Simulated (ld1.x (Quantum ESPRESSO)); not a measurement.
# A PAW potential for Ga, from input to tests

Aim: build the potential from the settings below, then test how well it stands in for the atom: other configurations, scattering, ghost states and the plane-wave cutoff that it needs.

Method: ld1.x (Quantum ESPRESSO) 7.5, PBEsol, scalar-relativistic.

### Step 1. Settings

The settings as typed:

| Item | Value |
| --- | --- |
| element | gallium (Ga, Z = 31) |
| type | PAW |
| frozen core | [Ar] |
| valence charge | 13 |
| reference configuration | 3d10 4s2 4p0.5 (charge +0.5) |
| partial waves | 4s (bound): rcut 1.50, rcutus 2.05 bohr; 4s channel at 1.25 Ry: rcut 1.50, rcutus 2.05 bohr; 4p (bound): rcut 2.30, rcutus 2.70 bohr; 4p channel at 1.85 Ry: rcut 2.30, rcutus 2.70 bohr; 3d (bound): rcut 0.70, rcutus 0.75 bohr; 3d channel at -0.8 Ry: rcut 0.70, rcutus 0.75 bohr; 4f channel at 0.4 Ry: rcut 1.85, rcutus 2.55 bohr; 4f channel at 3 Ry: rcut 1.85, rcutus 2.55 bohr |
| local potential | all-electron potential smoothed inside 1.25 bohr (lloc = -1) |
| core correction | a·sin(br)/r model core inside 0.45 bohr |
| augmentation charge | GAUSS, radius 0.50 bohr |

An earlier all-electron run gives the scale for the radii.

All-electron outer shells of the reference configuration (PBEsol, scalar-relativistic, ld1.x):

| shell | level (eV) | outermost node (bohr) | outermost maximum (bohr) |
| --- | --- | --- | --- |
| 3s | -151.63 | 0.27 | 0.56 |
| 3p | -102.54 | 0.24 | 0.56 |
| 3d | -23.01 | – | 0.53 |
| 4s | -12.45 | 0.81 | 1.87 |
| 4p | -5.62 | 0.87 | 2.41 |

### Step 2. The generation run

Ga.in

```
 &input
   title='Ga', zed=31., rel=1, dft='PBESOL', iswitch=3,
   config='[Ar] 3d10 4s2 4p0.5 4f-2',
   nld=4, rlderiv=2.95, eminld=-4.0, emaxld=5.0, deld=0.02
 /
 &inputp
   pseudotype=3, lpaw=.true., tm=.true., lloc=-1, rcloc=1.25,
   nlcc=.true., rcore=0.45,
   which_augfun='GAUSS', rmatch_augfun=0.50,
   file_pseudopw='Ga.UPF', file_wfcaegen='ae.wfc', file_wfcncgen='nc.wfc', file_beta='beta', file_chi='chi', file_wfcusgen='us.wfc'
 /
8
4S  1  0   2.00   0.00  1.50  2.05  0.0
4S  1  0   0.00   1.25  1.50  2.05  0.0
4P  2  1   0.50   0.00  2.30  2.70  0.0
4P  2  1   0.00   1.85  2.30  2.70  0.0
3D  3  2  10.00   0.00  0.70  0.75  0.0
3D  3  2   0.00  -0.80  0.70  0.75  0.0
4F  4  3  -2.00   0.40  1.85  2.55  0.0
4F  4  3  -2.00   3.00  1.85  2.55  0.0
 &test
   configts(1)='3d10 4s2 4p0.5'
 /
```

Started as:

```bash
$ ld1.x < Ga.in > Ga.out
```

What the program wrote to Ga.out (without the banner and most projector matrices):

```text
     Program LD1 v.7.5
     --------------------------- All-electron run ----------------------------

     Ga
     scalar relativistic calculation

     atomic number is 31.00
     dft =PBESOL   lsd =0 sic =0 latt =0  beta=0.20 tr2=1.0E-14
     Exchange-correlation= PBESOL
                           (   1   4  10   8   0   0   0)
     mesh =1205 r(mesh) = 101.09016 a.u. xmin = -7.00 dx = 0.01250
     1 Ry =  13.60569312 eV, c = 137.03599908

     n l     nl                  e(Ry)          e(Ha)          e(eV)
     1 0     1S 1( 2.00)      -751.5240      -375.7620    -10225.0049
     2 0     2S 1( 2.00)       -92.9802       -46.4901     -1265.0596
     2 1     2P 1( 6.00)       -81.0015       -40.5008     -1102.0821
     3 0     3S 1( 2.00)       -11.1446        -5.5723      -151.6305
     3 1     3P 1( 6.00)        -7.5363        -3.7682      -102.5367
     3 2     3D 1(10.00)        -1.6914        -0.8457       -23.0121
     4 0     4S 1( 2.00)        -0.9154        -0.4577       -12.4553
     4 1     4P 1( 0.50)        -0.4127        -0.2064        -5.6152

     final scf error:  5.2E-15 reached in  29 iterations

     Etot =   -3884.770904 Ry,   -1942.385452 Ha,  -52855.000767 eV

     Ekin =    3950.439866 Ry,    1975.219933 Ha,   53748.472512 eV
     Encl =   -9356.745411 Ry,   -4678.372705 Ha, -127305.006691 eV
     Eh   =    1669.295075 Ry,     834.647537 Ha,   22711.916521 eV
     Exc  =    -147.760433 Ry,     -73.880217 Ha,   -2010.383108 eV

     normalization and overlap integrals

     s(1S/1S) =  1.000000  <r> =   0.0486  <r2> =    0.0032  r(max) =   0.0319
     s(2S/2S) =  1.000000  <r> =   0.2180  <r2> =    0.0561  r(max) =   0.1833
     s(2P/2P) =  1.000000  <r> =   0.1908  <r2> =    0.0446  r(max) =   0.1464
     s(3S/3S) =  1.000000  <r> =   0.6524  <r2> =    0.4916  r(max) =   0.5647
     s(3P/3P) =  1.000000  <r> =   0.6796  <r2> =    0.5450  r(max) =   0.5647
     s(3D/3D) =  1.000000  <r> =   0.8097  <r2> =    0.8597  r(max) =   0.5305
     s(4S/4S) =  1.000000  <r> =   2.2766  <r2> =    5.9900  r(max) =   1.8748
     s(4P/4P) =  1.000000  <r> =   3.0662  <r2> =   11.1026  r(max) =   2.4073

     ------------------------ End of All-electron run ------------------------

     --------------------- Generating PAW atomic setup --------------------

      Generating local potential from pseudized AE potential:
      Matching radius rcloc =   1.2500

      Local pseudo, rcloc= 1.241 Estimated cut-off energy=    15.88 Ry

      Computing core charge for nlcc:

       r > 0.45 : true rho core
       r < 0.45 : rho core = a sin(br)/r    a=  29.20  b=   3.72

      Integrated core pseudo-charge :   9.14
      Wfc-us  4S rcutus= 2.046  Estimated cut-off energy=    10.90 Ry
      Wfc-us  4S rcutus= 2.046  Estimated cut-off energy=    16.18 Ry
      Wfc-us  4P rcutus= 2.694  Estimated cut-off energy=    10.49 Ry
      Wfc-us  4P rcutus= 2.694  Estimated cut-off energy=    20.06 Ry
      Wfc-us  3D rcutus= 0.753  Estimated cut-off energy=   200.19 Ry
      Wfc-us  3D rcutus= 0.753  Estimated cut-off energy=   203.30 Ry
      Wfc-us  4F rcutus= 2.563  Estimated cut-off energy=    21.46 Ry
      Wfc-us  4F rcutus= 2.563  Estimated cut-off energy=    25.05 Ry

     Required augmentation: GAUSS   radius:    0.500000
     Message from routine us2paw:
     GAUSS augmentation functions are ususally harder than BESSEL; use BESSEL instead unless you have discontinuity in local potential

     Estimated PAW energy = -274.623894 Ryd

     The PAW screened D coefficients
     1.97954     2.03928     0.00000     0.00000     0.00000     0.00000
     0.00000     0.00000
     2.03928     2.13390     0.00000     0.00000     0.00000     0.00000
     0.00000     0.00000
     0.00000     0.00000     0.41533     0.59500     0.00000     0.00000
     0.00000     0.00000
     0.00000     0.00000     0.59500     0.86239     0.00000     0.00000
     0.00000     0.00000
     0.00000     0.00000     0.00000     0.00000    -8.60481    -5.82093
     0.00000     0.00000
     0.00000     0.00000     0.00000     0.00000    -5.82093    -3.93819
     0.00000     0.00000
     0.00000     0.00000     0.00000     0.00000     0.00000     0.00000
    -0.00259    -0.00619
     0.00000     0.00000     0.00000     0.00000     0.00000     0.00000
    -0.00619     0.02765

     The PAW descreened D coefficients (US)
    -2.75705    -2.75088     0.00000     0.00000     0.00000     0.00000
     0.00000     0.00000
    -2.75088    -2.75780     0.00000     0.00000     0.00000     0.00000
     0.00000     0.00000
     0.00000     0.00000    -1.57947    -2.18573     0.00000     0.00000
     0.00000     0.00000
     0.00000     0.00000    -2.18573    -3.33531     0.00000     0.00000
     0.00000     0.00000
     0.00000     0.00000     0.00000     0.00000    -6.08262    -4.03315
     0.00000     0.00000
     0.00000     0.00000     0.00000     0.00000    -4.03315    -2.67372
     0.00000     0.00000
     0.00000     0.00000     0.00000     0.00000     0.00000     0.00000
    -0.09276     0.05716
     0.00000     0.00000     0.00000     0.00000     0.00000     0.00000
     0.05716     0.47269

     ------------------- End of pseudopotential generation -------------------

     [... the all-electron block is printed once more ...]


     Computing logarithmic derivative in   2.95880
     Computing logarithmic derivative in   2.95880
     Computing the partial wave expansion
     R is outside the sphere for l=    0 j= 0.00
     R is outside the sphere for l=    0 j= 0.00
     R is outside the sphere for l=    1 j= 0.00
     R is outside the sphere for l=    1 j= 0.00
     R is outside the sphere for l=    2 j= 0.00
     R is outside the sphere for l=    2 j= 0.00
     R is outside the sphere for l=    3 j= 0.00
     R is outside the sphere for l=    3 j= 0.00

     ---------------------- Testing the pseudopotential ----------------------

     Ga
     scalar relativistic calculation

     atomic number is 31.00   valence charge is 13.00
     dft = SLA  PW   PSX  PSC   lsd =0 sic =0 latt =0  beta=0.20 tr2=1.0E-14
     mesh =1205 r(mesh) = 101.09016 xmin = -7.00 dx = 0.01250

     n l     nl             e AE (Ry)        e PS (Ry)    De AE-PS (Ry)
     3 2     3D   1(10.00)       -1.69136       -1.69137        0.00001
     1 0     4S   1( 2.00)       -0.91545       -0.91545        0.00001
     2 1     4P   1( 0.50)       -0.41271       -0.41271        0.00000

     eps = 2.1E-15  iter =  8

     Etot =   -3884.770904 Ry,   -1942.385452 Ha,  -52855.000767 eV
     Etotps =  -274.623972 Ry,    -137.311986 Ha,   -3736.449482 eV

     Ekin =     268.662038 Ry,     134.331019 Ha,    3655.333242 eV
     Encl =    -537.526884 Ry,    -268.763442 Ha,   -7313.425826 eV
     Ehrt =     142.001293 Ry,      71.000646 Ha,    1932.026016 eV
     Ecxc =    -147.760419 Ry,     -73.880209 Ha,   -2010.382914 eV
     (Ecc =     -20.212699 Ry,     -10.106350 Ha,    -275.007781 eV)

     ---------------------- End of pseudopotential test ----------------------
```

It took 2.9 s on 1 thread of Neoverse-V1, shared host. This counts the later configuration tests of the new file too.

All-electron and pseudo partial waves u(r) = r·R(r), from the program's wave files:

| r (bohr) | 3d AE | 3d PS |
| --- | --- | --- |
| 0.135 | 0.2623 | 0.0640 |
| 0.270 | 0.7471 | 0.3891 |
| 0.405 | 1.0277 | 0.8327 |
| 0.540 | 1.0962 | 1.0682 |
| 0.675 | 1.0444 | 1.0456 |
| 0.810 | 0.9422 | 0.9422 |
| 0.945 | 0.8266 | 0.8266 |
| 1.080 | 0.7142 | 0.7142 |
| 1.215 | 0.6120 | 0.6120 |
| 1.350 | 0.5219 | 0.5219 |
| 1.485 | 0.4439 | 0.4439 |
| 1.620 | 0.3770 | 0.3770 |
| 1.755 | 0.3200 | 0.3200 |
| 1.890 | 0.2715 | 0.2715 |
| 2.025 | 0.2302 | 0.2302 |
| 2.160 | 0.1952 | 0.1952 |
| 2.295 | 0.1655 | 0.1655 |
| 2.430 | 0.1403 | 0.1403 |
| 2.565 | 0.1188 | 0.1188 |
| 2.700 | 0.1006 | 0.1006 |
| 2.835 | 0.0852 | 0.0852 |
| 2.970 | 0.0721 | 0.0721 |
| 3.105 | 0.0610 | 0.0610 |
| 3.240 | 0.0516 | 0.0516 |
| 3.375 | 0.0436 | 0.0436 |
| 3.510 | 0.0369 | 0.0369 |

### Step 3. Configuration tests

Ga.test.in

```
 &input
   title='Ga', zed=31., rel=1, dft='PBESOL', iswitch=2,
   config='[Ar] 3d10 4s2 4p0.5 4f-2'
 /
 &test
   file_pseudo='Ga.UPF', nconf=8,
   configts(1)='3d10 4s2 4p0.5',
   configts(2)='3d10 4s2 4p1',
   configts(3)='3d10 4s2 4p0',
   configts(4)='3d10 4s1 4p0',
   configts(5)='3d9 4s2 4p2',
   configts(6)='3d10 4s0 4p3',
   configts(7)='3d10 4s1 4p2',
   configts(8)='3d10 4s0 4p0'
 /
```

Started as:

```bash
$ ld1.x < Ga.test.in > Ga.test.out
```

Ga.test.out, the pseudopotential blocks, each with the warnings that came before it:

```text
     ---------------------- Testing the pseudopotential ----------------------

     Ga
     scalar relativistic calculation

     atomic number is 31.00   valence charge is 13.00
     dft =SLA  PW   PSX  PSC   lsd =0 sic =0 latt =0  beta=0.20 tr2=1.0E-14
     mesh =1205 r(mesh) = 101.09016 xmin = -7.00 dx = 0.01250

     n l     nl             e AE (Ry)        e PS (Ry)    De AE-PS (Ry)
     3 2     3D   1(10.00)       -1.69136       -1.69137        0.00001
     1 0     4S   1( 2.00)       -0.91545       -0.91545        0.00001
     2 1     4P   1( 0.50)       -0.41271       -0.41271        0.00000

     eps = 1.2E-15  iter =  8

     Etot =   -3884.770904 Ry,   -1942.385452 Ha,  -52855.000767 eV
     Etotps =  -274.623972 Ry,    -137.311986 Ha,   -3736.449483 eV

     Ekin =     268.662037 Ry,     134.331019 Ha,    3655.333232 eV
     Encl =    -537.526883 Ry,    -268.763441 Ha,   -7313.425815 eV
     Ehrt =     142.001293 Ry,      71.000646 Ha,    1932.026013 eV
     Ecxc =    -147.760419 Ry,     -73.880209 Ha,   -2010.382913 eV
     (Ecc =     -20.212699 Ry,     -10.106350 Ha,    -275.007781 eV)

     ---------------------- End of pseudopotential test ----------------------

     ---------------------- Testing the pseudopotential ----------------------

     Ga
     [...]
     n l     nl             e AE (Ry)        e PS (Ry)    De AE-PS (Ry)
     3 2     3D   1(10.00)       -1.40837       -1.40487       -0.00350
     1 0     4S   1( 2.00)       -0.65871       -0.65932        0.00061
     2 1     4P   1( 1.00)       -0.18894       -0.18917        0.00023

     eps = 7.9E-15  iter = 35

     Etot =   -3884.919876 Ry,   -1942.459938 Ha,  -52857.027641 eV
     Etotps =  -274.773016 Ry,    -137.386508 Ha,   -3738.477339 eV
     dEtot_ae =      -0.148972 Ry
     dEtot_ps =      -0.149045 Ry,   Delta E=       0.000072 Ry

     [...]
     ---------------------- End of pseudopotential test ----------------------

     ---------------------- Testing the pseudopotential ----------------------

     Ga
     [...]
     n l     nl             e AE (Ry)        e PS (Ry)    De AE-PS (Ry)
     3 2     3D   1(10.00)       -2.01811       -2.02342        0.00531  !
     1 0     4S   1( 2.00)       -1.20258       -1.20051       -0.00206
     2 1     4P   1( 0.00)       -0.66527       -0.66389       -0.00138

     eps = 6.6E-15  iter = 20

     Etot =   -3884.502444 Ry,   -1942.251222 Ha,  -52851.348190 eV
     Etotps =  -274.355817 Ry,    -137.177909 Ha,   -3732.801056 eV
     dEtot_ae =       0.268459 Ry
     dEtot_ps =       0.268154 Ry,   Delta E=       0.000305 Ry

     [...]
     ---------------------- End of pseudopotential test ----------------------

     ---------------------- Testing the pseudopotential ----------------------

     Ga
     [...]
     n l     nl             e AE (Ry)        e PS (Ry)    De AE-PS (Ry)
     3 2     3D   1(10.00)       -2.89489       -2.90400        0.00912  !
     1 0     4S   1( 1.00)       -1.91329       -1.90878       -0.00451
     2 1     4P   1( 0.00)       -1.29739       -1.29049       -0.00689  !

     eps = 1.9E-15  iter = 16

     Etot =   -3882.949002 Ry,   -1941.474501 Ha,  -52830.212540 eV
     Etotps =  -272.806334 Ry,    -136.403167 Ha,   -3711.719263 eV
     dEtot_ae =       1.821901 Ry
     dEtot_ps =       1.817638 Ry,   Delta E=       0.004263 Ry

     [...]
     ---------------------- End of pseudopotential test ----------------------

     BEWARE! Errors in PS-KS equations
     Warning: n=1, l=0 expected 0 nodes, found 1
     Warning: n=2, l=1 expected 0 nodes, found 1
     Warning: n=3, l=2 expected 0 nodes, found 1
     ---------------------- Testing the pseudopotential ----------------------

     Ga
     [...]
     n l     nl             e AE (Ry)        e PS (Ry)    De AE-PS (Ry)
     3 2     3D   1( 9.00)       -2.06276       -3.72634        1.66359  !
     1 0     4S   1( 2.00)       -0.83508       -1.08561        0.25053  !
     2 1     4P   1( 2.00)       -0.28580       -1.55843        1.27263  !

     eps = 6.9E-15  iter = 48

     Etot =   -3883.426295 Ry,   -1941.713147 Ha,  -52836.706433 eV
     Etotps =  -272.444822 Ry,    -136.222411 Ha,   -3706.800636 eV
     dEtot_ae =       1.344609 Ry
     dEtot_ps =       2.179150 Ry,   Delta E=      -0.834541 Ry

     [...]
     ---------------------- End of pseudopotential test ----------------------

     ---------------------- Testing the pseudopotential ----------------------

     Ga
     [...]
     n l     nl             e AE (Ry)        e PS (Ry)    De AE-PS (Ry)
     3 2     3D   1(10.00)       -1.67167       -1.66186       -0.00981  !
     1 0     4S   1( 0.00)       -0.80807       -0.80961        0.00154
     2 1     4P   1( 3.00)       -0.29572       -0.29627        0.00054

     eps = 5.2E-15  iter = 22

     Etot =   -3883.935722 Ry,   -1941.967861 Ha,  -52843.637543 eV
     Etotps =  -273.789458 Ry,    -136.894729 Ha,   -3725.095350 eV
     dEtot_ae =       0.835182 Ry
     dEtot_ps =       0.834513 Ry,   Delta E=       0.000668 Ry

     [...]
     ---------------------- End of pseudopotential test ----------------------

     ---------------------- Testing the pseudopotential ----------------------

     Ga
     [...]
     n l     nl             e AE (Ry)        e PS (Ry)    De AE-PS (Ry)
     3 2     3D   1(10.00)       -1.54684       -1.54500       -0.00184
     1 0     4S   1( 1.00)       -0.73917       -0.73869       -0.00048
     2 1     4P   1( 2.00)       -0.24653       -0.24672        0.00018

     eps = 9.2E-15  iter = 18

     Etot =   -3884.438386 Ry,   -1942.219193 Ha,  -52850.476640 eV
     Etotps =  -274.292298 Ry,    -137.146149 Ha,   -3731.936828 eV
     dEtot_ae =       0.332517 Ry
     dEtot_ps =       0.331674 Ry,   Delta E=       0.000843 Ry

     [...]
     ---------------------- End of pseudopotential test ----------------------

     ---------------------- Testing the pseudopotential ----------------------

     Ga
     [...]
     n l     nl             e AE (Ry)        e PS (Ry)    De AE-PS (Ry)
     3 2     3D   1(10.00)       -3.85556       -3.86591        0.01034  !
     1 0     4S   1( 0.00)       -2.66820       -2.66746       -0.00074
     2 1     4P   1( 0.00)       -1.97821       -1.96369       -0.01452  !

     eps = 4.1E-15  iter = 10

     Etot =   -3880.661650 Ry,   -1940.330825 Ha,  -52799.091522 eV
     Etotps =  -270.521947 Ry,    -135.260974 Ha,   -3680.638600 eV
     dEtot_ae =       4.109254 Ry
     dEtot_ps =       4.102024 Ry,   Delta E=       0.007229 Ry

     [...]
     ---------------------- End of pseudopotential test ----------------------
```

1 test gave no usable energy difference (3d9 4s2 4p2).

Energies count from the reference configuration 3d10 4s2 4p0.5; the error is all-electron less pseudo.

| valence configuration | charge | ΔE all-electron (eV) | error AE − PS (meV) |
| --- | --- | --- | --- |
| 3d10 4s2 4p1 | 0 | -2.027 | +1.0 |
| 3d10 4s2 4p0 | +1 | 3.653 | +4.1 |
| 3d10 4s1 4p0 | +2 | 24.788 | +58 |
| 3d10 4s0 4p3 | 0 | 11.363 | +9.1 |
| 3d10 4s1 4p2 | 0 | 4.524 | +11 |
| 3d10 4s0 4p0 | +3 | 55.909 | +98 |

### Step 4. Does it scatter like the atom?

Taken from the files of the generation run. The phase is arctan(r·u′/u) with u = r·R, unwrapped, with energies in Ry. A pole is an energy at which the radial function vanishes at the test radius. The pseudo phase is shifted by a multiple of π to meet the all-electron one at the reference energy. Levels narrower than the energy grid can be missing from the poles. The last column is the largest difference on the grid between −1 and +1 Ry.

```tsv
channel	radius (bohr)	reference (Ry)	poles AE	poles PS	window around the reference with phases within 0.05 rad (Ry)	largest difference near zero (rad)
s	2.96	-0.92	-0.31	-0.31, 0.09	below 0.1	3.141
p	2.96	-0.41	0.62	0.62	below 2.9	0.001
d	2.96	-1.69	-1.68, 2.30	-1.68, 2.30	the whole range	0.001
f	2.96	0.40	3.53	3.53	below 4.7	0.000
```

Phases (rad) along the scan:

| E (Ry) | s AE | s PS | p AE | p PS |
| --- | --- | --- | --- | --- |
| -4.00 | 1.375 | 1.375 | 1.385 | 1.385 |
| -3.52 | 1.356 | 1.356 | 1.369 | 1.369 |
| -3.04 | 1.330 | 1.330 | 1.349 | 1.349 |
| -2.56 | 1.289 | 1.289 | 1.321 | 1.321 |
| -2.08 | 1.216 | 1.216 | 1.279 | 1.278 |
| -1.60 | 1.027 | 1.027 | 1.206 | 1.205 |
| -1.12 | -0.163 | -0.163 | 1.039 | 1.039 |
| -0.64 | -1.405 | -1.405 | 0.356 | 0.355 |
| -0.16 | -1.615 | -1.616 | -1.123 | -1.123 |
| 0.32 | -1.722 | -4.863 | -1.479 | -1.479 |
| 0.80 | -1.825 | -4.966 | -1.610 | -1.610 |
| 1.28 | -1.988 | -5.130 | -1.700 | -1.700 |
| 1.76 | -2.411 | -5.552 | -1.796 | -1.796 |
| 2.24 | -3.610 | -6.749 | -1.952 | -1.953 |
| 2.72 | -4.276 | -7.416 | -2.377 | -2.393 |
| 3.20 | -4.483 | -7.623 | -3.657 | -3.728 |
| 3.68 | -4.579 | -7.719 | -4.303 | -4.342 |
| 4.16 | -4.636 | -7.777 | -4.494 | -4.525 |
| 4.64 | -4.677 | -7.817 | -4.583 | -4.614 |

### Step 5. Plane-wave convergence, by spherical Bessel functions

A separate test, outside the generator: the pseudo-atom's Hamiltonian at the reference potential is diagonalised in spherical Bessel functions j_l(qr) that vanish at 20 bohr, with q² up to the cutoff.

All-electron valence levels (Ry): 4s -0.9154, 4p -0.4127, 3d -1.6914. The lowest levels of each channel (Ry) by cutoff; the last column sums, over occupied levels, occupation times the distance from the level at 400 Ry. A positive value at high cutoff is not a bound level.

| cutoff (Ry) | s #1 | p #1 | d #1 | f #1 | Σ f·Δε (mRy) |
| --- | --- | --- | --- | --- | --- |
| 8 | -0.9152 | -0.4122 | -0.0565 | 0.0314 | 16349.1 |
| 25 | -0.9154 | -0.4127 | -0.0688 | 0.0314 | 16225.6 |
| 50 | -0.9155 | -0.4127 | -0.1785 | 0.0314 | 15128.5 |
| 100 | -0.9155 | -0.4127 | -1.2868 | 0.0314 | 4045.4 |
| 180 | -0.9155 | -0.4127 | -1.6879 | 0.0314 | 34.2 |
| 300 | -0.9155 | -0.4127 | -1.6911 | 0.0314 | 2.4 |
| 400 | -0.9155 | -0.4127 | -1.6913 | 0.0314 | 0.0 |

The sum stays within 10 mRy from 300 Ry and within 1 mRy only somewhere over 300 Ry. The sum leaves out empty levels, which can need more. Ghost test: no level below the all-electron spectrum of its channel (s, p, d, f tested).

### Step 6. Results

| quantity | value |
| --- | --- |
| cutoffs for 10 and 1 mRy, occupied levels | 300 Ry and over 300 Ry |
| bound ghosts | none found |
| largest test error (AE − PS) | +98 meV, for 3d10 4s0 4p0 (1 test unsolved) |
| largest phase difference near zero energy, channels read | 3.141 rad |
| lowest eigenvalue of the overlap (Bessel basis) | 0.305 (s) |

In words: The worst unpolarised test, 3d10 4s0 4p0, is off by 98 meV on 55.9 eV; by total energies transferability rates as fair where solved. That test lies far up in energy; among those under 40 eV, nearer to bonding, the largest error is 58 meV. Of the tests 1 gave no usable energy difference, which is a warning in itself. The potential is very hard: the looser tolerance needs 300 Ry. The tighter tolerance needs over 300 Ry, and converged work needs a cutoff nearer that. The slowest occupied level is 3d: taken alone it needs 300 Ry to come within 1 mRy, against 8 Ry for 4s. No bound ghost shows below the valence levels. Near zero energy the largest phase difference among the channels read is 3.14 rad, in the s channel. A step near π is an extra or missing state, not a misfit of shape. All of this concerns the isolated atom, not yet a solid.
